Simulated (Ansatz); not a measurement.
Write a Python script for Ansatz's Python interface that makes a single point from an input written key by key of BH₆N₂OPSi, SMILES NP1BO[SiH2]N1. Level of theory: MP2, def2-SVP basis, multiplicity 1.

```xyz
12

N    -0.8305   -1.9172    0.0281
P    -0.9615   -0.3496    0.9624
B     0.9197   -0.1980    1.1483
O     1.7872   -0.0224   -0.0702
Si    0.7229    1.0555   -0.9479
N    -0.9859    0.7279   -0.4971
H    -1.7958   -2.0104   -0.4050
H    -0.7054   -2.6314    0.6956
H     1.3526    0.3425    2.1861
H     1.0621    2.4448   -0.5280
H     0.9027    0.8756   -2.3545
H    -1.3912    1.6275   -0.1839
```

Script `bh6n2opsi.py`:
```python
# -*- coding: utf-8 -*-
"""Run BH6N2OPSi from an input written out key by key."""

import ansatz as az

DECK = """
crystal:
  periodic: [false, false, false]
  atoms:
    - { symbol: "N", position_ang: [-0.8305, -1.9172, 0.0281] }
    - { symbol: P, position_ang: [-0.9615, -0.3496, 0.9624] }
    - { symbol: B, position_ang: [0.9197, -0.198, 1.1483] }
    - { symbol: O, position_ang: [1.7872, -0.0224, -0.0702] }
    - { symbol: Si, position_ang: [0.7229, 1.0555, -0.9479] }
    - { symbol: "N", position_ang: [-0.9859, 0.7279, -0.4971] }
    - { symbol: H, position_ang: [-1.7958, -2.0104, -0.405] }
    - { symbol: H, position_ang: [-0.7054, -2.6314, 0.6956] }
    - { symbol: H, position_ang: [1.3526, 0.3425, 2.1861] }
    - { symbol: H, position_ang: [1.0621, 2.4448, -0.528] }
    - { symbol: H, position_ang: [0.9027, 0.8756, -2.3545] }
    - { symbol: H, position_ang: [-1.3912, 1.6275, -0.1839] }
basis:
  gaussian: { orbitals: def2-SVP }
correlation:
  method: mp2
accuracy: medium
scf:
  lower_state_search: light
"""

session = az.Session.from_yaml(DECK)
data = session.plan(threads=1).execute().report

print("reference energy %16.6f eV" % data["reference_energy_ev"])
print("total energy     %16.6f eV" % data["free_energy_ev"])
print("occupied orbitals outside the frozen core (up, down):", data["n_occupied"], " frozen:", data["n_frozen"], " virtual:", data["n_virtual"])
symbols = ["N", "P", "B", "O", "Si", "N", "H", "H", "H", "H", "H", "H"]
print("correlation energy", round(data["free_energy_ev"] - data["reference_energy_ev"], 5), "eV")
cluster = data["correlation"].get("coupled_cluster")
if cluster:
    print("cycles", cluster["cycles"], " T1 diagnostic", round(cluster["t1_diagnostic"], 4), " largest double", round(cluster["largest_double"], 4))
state = data["mean_field"]["state"]
print(f"mean field: {state['energy']['hartree']:.7f} Ha, <S^2> = {abs(state['spin_squared']):.4f}, stability: {state.get('stability', {}).get('kind')}")
```

Output of `python bh6n2opsi.py`:
```text
reference energy    -22892.527721 eV
total energy        -22914.818468 eV
occupied orbitals outside the frozen core (up, down): [17, 17]  frozen: 14  virtual: [91, 91]
correlation energy -22.29075 eV
mean field: -841.2848766 Ha, <S^2> = 0.0000, stability: minimum
```

The settings weren't tested for convergence. The geometry is a force-field or estimated start, not a minimum of this method, and the basis set is short of its limit. The whole script took 3.7 s on 1 thread of Arm Neoverse V1, on a shared host, peak memory 0.29 GiB.
